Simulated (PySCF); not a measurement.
# C₈H₅F: NMR shifts at several levels of theory

How much do the NMR shifts of C₈H₅F (`C#Cc1ccccc1F`) depend on the level of theory, and what does each level cost?

Computed with PySCF 2.14.0, with density-fitted response routines of our own, on a single molecule in the gas phase. Atoms are numbered from 0 throughout.

## Step 1: Starting geometry

14 atoms, charge 0, multiplicity 1; geometry from: GFN2-xTB.

Bonds of the start (Å): C0–C1 1.20, C1–C2 1.41, C2–C3 1.40, C3–C4 1.38, C4–C5 1.39, C5–C6 1.38, C6–C7 1.38, C7–F8 1.35, C7–C2 1.40, C0–H9 1.05, C3–H10 1.08, C4–H11 1.08, C5–H12 1.08, C6–H13 1.08.

## Step 2: Geometry optimisation at PBE0-D3(BJ)/def2-SVP

Job settings and geometry (Å):

```
{"job": {"xc": "PBE0", "basis": "def2-SVP", "d3": "d3bj", "grid": 1, "kind": "geom"}, "charge": 0, "multiplicity": 1}
C      3.095530    -0.345070     0.317250
C      1.902990    -0.353210     0.182750
C      0.497630    -0.358120     0.024010
C     -0.198420    -1.552390    -0.164380
C     -1.571550    -1.548840    -0.317070
C     -2.276220    -0.355530    -0.285610
C     -1.606710     0.842930    -0.103540
C     -0.234320     0.829680     0.048890
F      0.410800     2.001110     0.225240
H      4.137750    -0.340250     0.433720
H      0.356710    -2.477990    -0.188760
H     -2.096660    -2.481050    -0.461330
H     -3.348950    -0.356080    -0.402830
H     -2.131990     1.785120    -0.078840
```

Standard output:

```text
step   0  E = -406.88022050  max force = 0.021246
step   1  E = -406.88212474  max force = 0.008317
step   2  E = -406.88205679  max force = 0.006998
step   3  E = -406.88237767  max force = 0.002298
step   4  E = -406.88233241  max force = 0.003166
step   5  E = -406.88242286  max force = 0.000559
step   6  E = -406.88242633  max force = 0.000319
optimisation converged
```

Run time: 35 s. Hardware: 8 threads of Arm Neoverse V1, shared host.

The steps of the relaxation: (the energy doesn't fall at every step)

```
step  energy from step 0 (eV)  largest force component (eV/Å)
   0                   0.0000                          1.0925
   1                  -0.0518                          0.4277
   2                  -0.0500                          0.3599
   3                  -0.0587                          0.1182
   4                  -0.0575                          0.1628
   5                  -0.0599                          0.0287
   6                  -0.0600                          0.0164
```

Close pairs (by a distance rule), those that changed most:

```
  bond  before (Å)  after (Å)  change (Å)
 C0–H9       1.049      1.074      +0.026
 C7–F8       1.349      1.326      -0.022
C5–H12       1.079      1.092      +0.013
 C0–C1       1.200      1.213      +0.013
C6–H13       1.079      1.091      +0.012
C4–H11       1.080      1.092      +0.012
C3–H10       1.080      1.091      +0.012
 C1–C2       1.414      1.426      +0.011
```

The final coordinates are the input of the step that follows.

```
                         at the end point                value
  point group (found at 0.08 Å tolerance)                   Cs
rotational constants (GHz, main isotopes)  2.962, 1.493, 0.993
                        dipole moment (D)                 1.55
```

## Step 3: Nuclear shieldings: PBE0/pcSseg-2

Job settings and geometry (Å):

```
{"job": {"kind": "nmr", "xc": "PBE0", "basis": "pcSseg-2", "pop": false}, "charge": 0, "multiplicity": 1}
C      3.123032    -0.349032     0.318643
C      1.917855    -0.353714     0.184388
C      0.501358    -0.366563     0.024588
C     -0.212847    -1.561638    -0.168151
C     -1.594229    -1.551419    -0.323669
C     -2.291155    -0.342858    -0.290258
C     -1.606457     0.855200    -0.100138
C     -0.227984     0.832058     0.055044
F      0.422419     1.973637     0.237676
H      4.190664    -0.340946     0.437619
H      0.343729    -2.500147    -0.192569
H     -2.130772    -2.490659    -0.471573
H     -3.376463    -0.329940    -0.412690
H     -2.122559     1.816332    -0.069410
```

With the program's defaults for keys left out, this is: GIAO PBE0/pcSseg-2 NMR shielding, non-relativistic, gas phase.

Standard output:

```text
coarse grid: 12880 points
cycle   1  E = -407.2462143187  dE =  1.569e+00  |g| = 5.694e-01  |ddm| = 3.576e+00
cycle   2  E = -407.2128329681  dE =  3.338e-02  |g| = 7.176e-01  |ddm| = 1.133e+00
cycle   3  E = -407.3068641773  dE = -9.403e-02  |g| = 1.396e-01  |ddm| = 6.193e-01
cycle   4  E = -407.3108150360  dE = -3.951e-03  |g| = 6.751e-02  |ddm| = 1.870e-01
cycle   5  E = -407.3118156230  dE = -1.001e-03  |g| = 2.702e-02  |ddm| = 6.778e-02
cycle   6  E = -407.3119776224  dE = -1.620e-04  |g| = 5.927e-03  |ddm| = 2.558e-02
cycle   7  E = -407.3119849982  dE = -7.376e-06  |g| = 2.480e-03  |ddm| = 6.619e-03
final grid: 128128 points
cycle   8  E = -407.3142629228  dE = -1.041e-04  |g| = 6.266e-03  |ddm| = 9.150e-02
cycle   9  E = -407.3142559051  dE =  7.018e-06  |g| = 8.193e-03  |ddm| = 1.655e-02
cycle  10  E = -407.3142727906  dE = -1.689e-05  |g| = 1.631e-03  |ddm| = 8.645e-03
cycle  11  E = -407.3142734317  dE = -6.411e-07  |g| = 3.836e-04  |ddm| = 1.855e-03
cycle  12  E = -407.3142734648  dE = -3.308e-08  |g| = 1.740e-04  |ddm| = 4.420e-04
cycle  13  E = -407.3142734705  dE = -5.705e-09  |g| = 5.746e-05  |ddm| = 1.898e-04
cycle  14  E = -407.3142734710  dE = -5.459e-10  |g| = 2.796e-05  |ddm| = 5.587e-05
converged SCF energy = -407.3142734710

GIAO shielding tensors (ppm)
atom      isotropic    diamagn.    paramagn.     s11        s22        s33       span
  0 C       90.153     264.531    -174.379     27.004     44.734    198.719    171.715
  1 C      101.355     259.869    -158.514      0.846      3.651    299.568    298.723
  2 C       63.643     253.395    -189.753    -14.600     47.157    158.372    172.972
  3 C       38.314     254.425    -216.111    -69.487     23.076    161.353    230.840
  4 C       52.314     253.050    -200.736    -58.577     39.469    176.050    234.627
  5 C       44.458     251.062    -206.604    -65.162     27.171    171.366    236.528
  6 C       60.238     257.046    -196.809    -28.920     44.137    165.496    194.416
  7 C        6.328     251.913    -245.585    -85.849     17.337     87.496    173.345
  8 F      282.436     466.878    -184.442    202.800    264.462    380.045    177.245
  9 H       27.953      32.388      -4.434     23.774     24.773     35.313     11.539
 10 H       23.473      30.714      -7.241     20.078     22.286     28.057      7.979
 11 H       23.991      28.989      -4.999     20.781     24.171     27.020      6.239
 12 H       23.732      28.131      -4.400     20.576     23.827     26.792      6.216
 13 H       24.050      31.026      -6.976     20.837     23.884     27.428      6.592
```

Wall time 56 s (8 threads of Arm Neoverse V1, shared host).

Shifts follow as δ = σ(reference) − σ, with reference shieldings (ppm) from runs at the same level and on the same kind of geometry: ¹H TMS 31.25, ¹³C TMS 184.1, ¹⁹F CFCl3 175.8. The references are single molecules in the gas phase, so shifts against H2O, NH3, PH3, H3PO4 or CFCl3 are not on the usual liquid scales and can be off by tens of ppm.

```
atoms                           environment  σ (ppm)  δ (ppm)
   C7      aromatic carbon bearing fluorine      6.3    177.8
   C3                           aromatic CH     38.3    145.8
   C5                           aromatic CH     44.5    139.7
   C4                           aromatic CH     52.3    131.8
   C6                           aromatic CH     60.2    123.9
   C2           substituted aromatic carbon     63.6    120.5
   C0                terminal alkyne carbon     90.2     94.0
   C1                         alkyne carbon    101.4     82.8
  H10            hydrogen on an aromatic CH    23.47     7.77
  H12            hydrogen on an aromatic CH    23.73     7.51
  H11            hydrogen on an aromatic CH    23.99     7.25
  H13            hydrogen on an aromatic CH    24.05     7.20
   H9  hydrogen on a terminal alkyne carbon    27.95     3.29
   F8                         aryl fluorine    282.4   -106.6
```

Ring of atoms C2, C3, C4, C5, C6, C7: NICS(0) -9.9, NICS(1) -9.8, NICS(1)zz -26.5 ppm (means of both faces).

## Step 4: Shielding tensors: PBE/pcSseg-2

Same as in step 3 but for these lines:

```diff
@@ -1,2 +1,2 @@
-{"job": {"kind": "nmr", "xc": "PBE0", "basis": "pcSseg-2", "pop": false}, "charge": 0, "multiplicity": 1}
+{"job": {"kind": "nmr", "xc": "PBE", "basis": "pcSseg-2", "pop": false}, "charge": 0, "multiplicity": 1}
 C      3.123032    -0.349032     0.318643
```

Level: GIAO PBE/pcSseg-2 NMR shielding, non-relativistic, gas phase.

Standard output:

```text
coarse grid: 12880 points
cycle   1  E = -407.1857161211  dE =  1.277e+00  |g| = 6.942e-01  |ddm| = 3.599e+00
cycle   2  E = -407.0401413656  dE =  1.456e-01  |g| = 1.059e+00  |ddm| = 1.858e+00
cycle   3  E = -407.2741505608  dE = -2.340e-01  |g| = 2.680e-01  |ddm| = 1.172e+00
cycle   4  E = -407.2916789053  dE = -1.753e-02  |g| = 1.031e-01  |ddm| = 3.443e-01
cycle   5  E = -407.2937558926  dE = -2.077e-03  |g| = 5.779e-02  |ddm| = 1.139e-01
cycle   6  E = -407.2944882875  dE = -7.324e-04  |g| = 1.686e-02  |ddm| = 4.719e-02
cycle   7  E = -407.2945509770  dE = -6.269e-05  |g| = 7.538e-03  |ddm| = 1.816e-02
cycle   8  E = -407.2945649748  dE = -1.400e-05  |g| = 8.144e-04  |ddm| = 6.286e-03
cycle   9  E = -407.2945650583  dE = -8.353e-08  |g| = 5.385e-04  |ddm| = 1.096e-03
final grid: 128128 points
cycle  10  E = -407.3012961594  dE = -1.617e-04  |g| = 1.172e-02  |ddm| = 1.237e-01
cycle  11  E = -407.3012387405  dE =  5.742e-05  |g| = 2.006e-02  |ddm| = 2.888e-02
cycle  12  E = -407.3013245571  dE = -8.582e-05  |g| = 5.067e-03  |ddm| = 1.751e-02
cycle  13  E = -407.3013297107  dE = -5.154e-06  |g| = 1.809e-03  |ddm| = 5.684e-03
cycle  14  E = -407.3013304147  dE = -7.040e-07  |g| = 6.616e-04  |ddm| = 1.703e-03
cycle  15  E = -407.3013305136  dE = -9.896e-08  |g| = 1.884e-04  |ddm| = 6.795e-04
cycle  16  E = -407.3013305224  dE = -8.730e-09  |g| = 7.441e-05  |ddm| = 1.917e-04
cycle  17  E = -407.3013305238  dE = -1.450e-09  |g| = 1.342e-05  |ddm| = 6.033e-05
cycle  18  E = -407.3013305238  dE = -2.865e-11  |g| = 6.671e-06  |ddm| = 1.747e-05
converged SCF energy = -407.3013305238

GIAO shielding tensors (ppm)
atom      isotropic    diamagn.    paramagn.     s11        s22        s33       span
  0 C       87.847     264.865    -177.019     25.767     43.195    194.578    168.812
  1 C       94.361     261.441    -167.080     -4.007     -1.145    288.236    292.243
  2 C       60.812     255.183    -194.371    -10.883     42.667    150.653    161.536
  3 C       36.021     254.084    -218.063    -67.880     21.951    153.991    221.871
  4 C       49.445     253.032    -203.587    -58.295     37.066    169.564    227.858
  5 C       42.623     251.235    -208.611    -62.529     26.270    164.129    226.658
  6 C       57.450     257.501    -200.051    -28.988     42.643    158.694    187.681
  7 C        1.766     250.406    -248.640    -82.007      9.262     78.043    160.050
  8 F      258.740     467.598    -208.858    178.631    232.758    364.831    186.199
  9 H       27.958      32.479      -4.521     23.977     24.939     34.959     10.983
 10 H       23.531      30.714      -7.183     20.438     22.187     27.970      7.532
 11 H       24.028      28.936      -4.909     21.135     23.964     26.983      5.848
 12 H       23.797      28.199      -4.402     20.878     23.731     26.782      5.903
 13 H       24.117      31.193      -7.076     21.265     23.694     27.392      6.127
```

Run time: 39 s. Hardware: 8 threads of Arm Neoverse V1, shared host.

In short: δ C7 177.6, C3 143.4, C5 136.8, C4 129.9, H10 7.65, H12 7.38 ppm.

[end of part 1 of 2]
